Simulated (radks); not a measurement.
**Ti in [Ar] 3d3 4s1: an all-electron calculation**

An exercise on one series of results from a longer session: the logs are not shown, and one member is left open.

Program: radks (a radial shooting solver on a logarithmic mesh, Libxc functionals) version 1. Level of theory: scalar-relativistic Kohn-Sham, BLYP, spin-polarised, spherical densities, finite nucleus; open shells are filled with parallel spins first. These are calculated values, not measurements, unless marked.

## The atom as given

* element: titanium (Z = 22)
* charge: 0
* electrons: 22
* configuration: [Ar] 3d3 4s1
* nuclear rms radius: 3.5921 fm

Outer shells as boxes (Hund's rule):

Ti
```
[Ar] core
3d [↑ ][↑ ][↑ ][  ][  ]
4s [↑ ]
```

The first run:

Input:

```text
Z 22
configuration [Ar] 3d3 4s1
relativity scalar-relativistic
functional b88,lyp
spin polarised
nucleus finite rms 3.5921 fm
c 137.035999084
```

On the command line:

```sh
> python run_ks.py task.json out
```

This one command runs every case of the session in turn.

Steps of the session up to this table: Self-consistent calculation.

One table of the session follows, with a row left open; its other results are not shown here.

It belongs to the step «Orbitals and density». From the orbitals of this run (lengths in bohr):

| level | <r> | outermost maximum (interpolated) | 90 % within | nodes |
| --- | --- | --- | --- | --- |
| 1s up | 0.06959 | 0.0455 | 0.124 | 0 |
| 1s down | 0.06959 | 0.0455 | 0.124 | 0 |
| 2s up | ? | ? | ? | ? |
| 2s down | 0.3249 | 0.269 | 0.505 | 1 |
| 2p up | 0.2900 | 0.219 | 0.477 | 0 |
| 2p down | 0.2897 | 0.219 | 0.477 | 0 |
| 3s up | 1.013 | 0.870 | 1.52 | 2 |
| 3s down | 1.014 | 0.870 | 1.52 | 2 |
| 3p up | 1.099 | 0.904 | 1.70 | 1 |
| 3p down | 1.101 | 0.904 | 1.71 | 1 |
| 4s up | 3.632 | 2.98 | 5.51 | 3 |
| 3d up | 1.902 | 1.01 | 3.55 | 0 |

Estimate the missing values for 2s up.

**Answer.** <r>: 0.3252; outermost maximum (interpolated): 0.269; 90 % within: 0.505; nodes: 1. In the column «<r>» it lies between 2s down (0.3249) and 3s up (1.013).
